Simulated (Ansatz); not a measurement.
A run of Ansatz 0.2.0 is set up as follows.

The input input.yaml:

```yaml
crystal:
  lattice:
    - [2.76078, 0.0, 0.0]
    - [-1.38039, 2.3909, 0.0]
    - [0.0, 0.0, 11.34051]
  atoms:
    - { symbol: Ni, position: [0.0, 0.0, 0.70917], spin: 1.0 }
    - { symbol: Mo, position: [0.66667, 0.33333, 0.29425], spin: 1.0 }
    - { symbol: Pd, position: [0.66667, 0.33333, 0.89901] }
    - { symbol: Ir, position: [0.0, 0.0, 0.10604], spin: 0.6 }
    - { symbol: W, position: [0.66667, 0.33333, 0.52921] }
hamiltonian:
  xc: r2scan
  pseudopotentials: { kind: paw }
  dispersion: rvv10
magnetization:
  spin_polarized: true
kpoints:
  mp_grid: { grid: [8, 8, 2] }
scf:
  occupations: { method: fermi_dirac, width: 0.05 }
output:
  forces: true
  stress: true
  eigenvalues: true
relax:
  f_tol: 0.01
  max_steps: 40
  cell: { stress_tol: 0.05 }
```

Potentials or basis: Ansatz PAW.

Run with:

```bash
$ ansatz run input.yaml --threads 8 --pin off --max-ram 20480MiB --backend cpu --events-out ev --progress --plain --runs-dir out
```

**Question.** What does it give for the band gap on the k mesh?

**Answer.** None (metal or under the smearing width).

**Question.** Estimate the relaxed volume.

**Answer.** 14.49 Å³/atom.

**Question.** Predict the net moment.

**Answer.** 0.00 μB per cell.

**Question.** Predict the space group after relaxing (to 0.05 Å).

**Answer.** P3m1 (No. 156).

Step by step:
```
step  energy change (eV)  largest force (eV/Å)  volume (Å³)
   1              0.0000                0.2751        74.86
   2             -0.0638                0.0604        72.71
   3             -0.0646                0.1828        72.34
   4             -0.0656                0.0108        72.43
   5             -0.0657                0.0068        72.44
   6             -0.0657                0.0019        72.45
   7             -0.0635                0.0019        72.45
```

Caveat: the magnetic or orbital state may not be the lowest; the plane-wave basis is chosen anew once the cell has moved, so the energies of steps on either side of that aren't comparable; the PAW data sets come from PBE, with cores solved anew for the run's functional, which leaves a small shift of forces and pressure; the starting moments weren't kept. Spin-orbit coupling is left out, which matters for the levels of Ir, W.
